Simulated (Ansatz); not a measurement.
Crystal: CsLiCr2Te2S3.

```
Cs Li Cr Te S
1.0
     3.31929    1.91639    6.87982
    -3.31929    1.91639    6.87982
     0.00000   -3.83279    6.87982
Cs Li Cr Te S
1 1 2 2 3
Cartesian
  0.0000 0.0000 0.0000
  0.0000 0.0000 10.3197
  0.0000 0.0000 16.4802
  0.0000 0.0000 4.1593
  0.0000 0.0000 14.0328
  0.0000 0.0000 6.6067
  -2.4147 0.0000 10.3197
  1.2074 -2.0912 10.3197
  1.2074 2.0912 10.3197
```

The cell was built by a generator and needn't be a form met in nature.

Base run:

```yaml
Program: Ansatz 0.2.0
Functional: PBE
Potentials_or_basis: all-electron LAPW, scalar-relativistic
Cutoff: 305 eV
Density_cutoff: 1220 eV
Basis_error_allowed: 0.002 eV/atom
k_mesh: 4 × 4 × 4
Occupations: fermi-dirac, width 0.05 eV
Spin: collinear spin, ferromagnetic start
Starting_moments: "[0.0, 0.0, 3.0, 3.0, 0.0, 0.0, 0.0, 0.0, 0.0] μB"
Hubbard_terms: Cr d U = 3 eV
```

Its results: band gap on the k mesh none (metal or under the smearing width); pressure 2.5 GPa; net moment 4.11 μB per cell; site moments Cs -0.02; Li -0.00; Cr +2.99; Te -0.43; S -0.21 μB; largest force 1.004 eV/Å.

Question: The run is repeated on the same cell with these changes: hubbard terms from Cr d U = 3 eV to Cr d U = 6 eV. What comes out?

Answer: Band gap on the k mesh none (metal or under the smearing width); pressure 5.0 GPa; net moment 4.47 μB per cell; site moments Cs -0.02; Li -0.02; Cr +3.46; Te -0.48; S -0.33 μB; largest force 1.966 eV/Å.

Caveats: the k mesh is thin for a metal, which can move the energy by tens of meV per atom; the magnetic state may not be the lowest; U is the effective U less J, on atomic orbitals that reach past the spheres; only a ferromagnetic start was run, and an antiferromagnetic order may lie lower in energy; forces of over 1 eV/Å show positions far from the minimum, so gaps and moduli don't describe the material at rest.

Not every run made on this cell is shown here.
